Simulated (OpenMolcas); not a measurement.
**V⁴⁺ among point charges: CASSCF and CASPT2 levels and susceptibility**

How does a field of 6 point charges split the states of V⁴⁺, and what χT follows?

Program: OpenMolcas 26.06. Level of theory: state-averaged CASSCF and CASPT2, spin-orbit coupling by RASSI with atomic mean-field integrals. These are calculated values, not measurements, unless marked.

## (1) What is computed

* Species: V⁴⁺ (vanadium, Z = 23, 19 electrons)
* Basis: ANO-RCC-VDZP [5s4p2d1f], 34 functions
* Scalar Hamiltonian: DKH2, point nucleus
* Inactive shells: 1s 2s 2p 3s 3p
* Active space: 1 electron in 5 orbitals (3d)
* Some configurations of this space: 3d
* Orbitals: optimised for each spin and parity, averaged over all roots

The outer shells:

3d
```
3d [↑ ][  ][  ][  ][  ]
```

The ion sits among 6 point charges of -2.2 e arranged as an octahedron (Oh), 1.64 Å from the ion.

The work runs as a chain of OpenMolcas steps in one folder; each step below is one input file. Labels, J, g values, rates, χT and fits are worked out afterwards by a script from the matrices that RASSI stores. The input lists half of the charges; inversion (Group=XYZ) makes the rest.

## (2) One- and two-electron integrals

a.inp reads:

```
&GATEWAY
Coord
1

V 0.0 0.0 0.0
Basis=ANO-RCC-VDZP
Group=XYZ
NoMove
AngMom=0.0 0.0 0.0
AMFI
XField
3 Angstrom 0
1.640000 0.000000 0.000000 -2.200000
0.000000 1.640000 0.000000 -2.200000
0.000000 0.000000 1.640000 -2.200000
&SEWARD
```

On the command line:

```console
$ OMP_NUM_THREADS=1 MOLCAS_MEM=1689 MOLCAS_PROJECT=a pymolcas a.inp > a.log
```

## (3) Reference wave functions, doublets of even parity, 5 roots

a.inp reads:

```
&RASSCF
FileOrb=start.orb
Symmetry=1
Spin=2
nActEl=1 0 0
Inactive=3 6
Ras2=5 0
CIRoot=5 5 1
SDav=5
CIMx=300
Iter=120 100
PrWF=0.3
OrbListing=Nothing
MaxOrb=0
>>> COPY $Project.JobIph JOB001
```

start.orb holds the contracted functions of the basis, ordered by shell, or the orbitals of the step before.

## (4) RASSI: spin-orbit coupling between the states

a.inp reads:

```
&RASSI
NrOfJobIphs=1 5
1 2 3 4 5
IphNames
JOB001
EJob
SpinOrbit
DIPRint=1.0
SOCoupling=1000.0
Subsets=2
Property=9
'ANGMOM' 1 'ANGMOM' 2 'ANGMOM' 3 'MLTPL  1' 1 'MLTPL  1' 2 'MLTPL  1' 3
'AMFI' 1 'AMFI' 2 'AMFI' 3
SOProperty=3
'ANGMOM' 1 'ANGMOM' 2 'ANGMOM' 3
```

## (5) CASPT2: IPEA 0.25, imaginary shift 0.1 (closed shells correlated: 3s 3p)

a.inp reads:

```
>>> COPY JOB001 $Project.JobIph
&CASPT2
Multistate=5 1 2 3 4 5
NoMult
Frozen=2 3
IPEA=0.25
Imaginary=0.1
MaxIter=60
WThr=0.0 0.3 0.05
PrWF=0.5
NoMix
```

(Steps that only read results are left out.)

**Question.** What will these runs give? Wanted: spin-free ground state; first state of the same spin within the active space; lowest level; next level.

**Answer**, as computed:

| quantity | value |
| --- | --- |
| method | SS-CASPT2, IPEA 0.25, imaginary shift 0.1 (closed shells correlated: 3s 3p) |
| spin-free ground state | 2T2, 3-fold in its orbital part |
| first state of the same spin within the active space | 2E at 11200 cm⁻¹ |
| lowest level | 4-fold Γ8 |
| next level | 354.0 cm⁻¹ |
| χT at 300 K | 0.37 cm³ K/mol |
| effective moment at 300 K | 1.71 μB |

Cost by method:

```
                                              method  time of its own steps  time with the reference
                                           A. CASSCF                  1.9 s                    1.9 s
B. SS-CASPT2, IPEA 0.25, imaginary shift 0.1, +3s 3p                 0.52 s                    2.4 s
```

Times are of one thread on a shared host.

What this shows: The spin-free ground state (2T2) comes to 100 % from free-ion D terms and keeps the highest spin of the shell. χT at 300 K is 0.37, against 0.38 cm³ K/mol for the spin alone; near agreement at one temperature doesn't show that the orbital moment is quenched. A ligand-field fit to the states below 45000 cm-1 gives 10Dq = 11159 cm-1, the gap between the two states. CASPT2 does not keep the components of a term degenerate, and the means are used. The field of point charges can differ much from that of real complexes. Point charges carry no covalency, so the field is a model and not that of real ligands.
